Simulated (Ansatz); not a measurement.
**Si(NH2)Cl3 (Cl3H2NSi): geometry, orbitals and charge**

Aim: characterise Si(NH2)Cl3 (Cl3H2NSi) as a singlet: its structure, frontier levels and distribution of charge.

Method: RKS PBE0-D4/def2-TZVP; program: Ansatz 0.2.0, Gaussian basis.

Plan: relaxation at PBE-D4/def2-SVP; a search for the lowest solution at PBE0-D4/def2-SVP; a single point at PBE0-D4/def2-TZVP.

### 1 Where the work starts

7 atoms, charge 0, spin multiplicity 1.

Atoms are counted from 1 here; the program's logs count them from 0.

Bond lengths: Si1–N2 1.713 Å, Si1–Cl5 2.010 Å, Si1–Cl6 2.010 Å, Si1–Cl7 2.029 Å, N2–H3 1.006 Å, N2–H4 1.006 Å. Angles: N2–Si1–Cl5 106.4°, N2–Si1–Cl6 106.7°, N2–Si1–Cl7 114.1°, Cl5–Si1–Cl6 112.2°, Cl5–Si1–Cl7 109.0°, Cl6–Si1–Cl7 108.7°, Si1–N2–H3 121.2°, Si1–N2–H4 121.5°, H3–N2–H4 111.5°.

Coordinates:

```xyz
7
charge 0, multiplicity 1
Si   -0.0020    0.0031   -0.6042
N     0.0647    0.1247    1.1031
H     0.7354   -0.4019    1.6367
H    -0.7540    0.3374    1.6469
Cl    1.9031   -0.0223   -1.2448
Cl   -1.0009    1.6199   -1.2592
Cl   -0.9463   -1.6609   -1.2786
```

The start is a GFN2-xTB geometry.

### 2 Relaxation at PBE-D4/def2-SVP

in.yaml reads:

```yaml
crystal:
  periodic: [false, false, false]
  atoms:
    - {symbol: Si, position_ang: [-0.002010, 0.003090, -0.604180]}
    - {symbol: N, position_ang: [0.064680, 0.124660, 1.103100]}
    - {symbol: H, position_ang: [0.735390, -0.401860, 1.636720]}
    - {symbol: H, position_ang: [-0.753990, 0.337380, 1.646910]}
    - {symbol: Cl, position_ang: [1.903130, -0.022310, -1.244820]}
    - {symbol: Cl, position_ang: [-1.000940, 1.619900, -1.259180]}
    - {symbol: Cl, position_ang: [-0.946260, -1.660860, -1.278550]}
basis:
  gaussian: {orbitals: def2-SVP}
hamiltonian: {xc: pbe, dispersion: d4}
scf: {omitted_lower_state_checks: [starts]}
output: {orbitals: {seedname: orbitals}}
relax: {f_tol: 0.02, max_steps: 100}
```

Started as:

```sh
$ ansatz run in.yaml --threads 4 --pin off --events-out ev --progress --plain --max-ram 3916MiB
```

Further steps of the session: Searching for the lowest solution, PBE0-D4/def2-SVP; Single point, PBE0-D4/def2-TZVP.

**Question.** What will the summary of the whole plan be? Wanted: point group; commonest bond, hydrogen aside; HOMO, LUMO at PBE0-D4/def2-TZVP; dipole at PBE-D4/def2-SVP.

The runs gave:

```
                       quantity                            value
                    point group                               Cs
 commonest bond, hydrogen aside  Cl–Si, 3 of mean length 2.066 Å
HOMO, LUMO at PBE0-D4/def2-TZVP                  -8.40, -0.18 eV
      dipole at PBE-D4/def2-SVP                           2.59 D
```

The molecule keeps its bonding pattern by the stored test; the atoms moved 0.05 Å (rms). No usable vibrations, so a minimum isn't proven. The point group is read from a loosely relaxed geometry; soft torsions can leave it below the true symmetry.
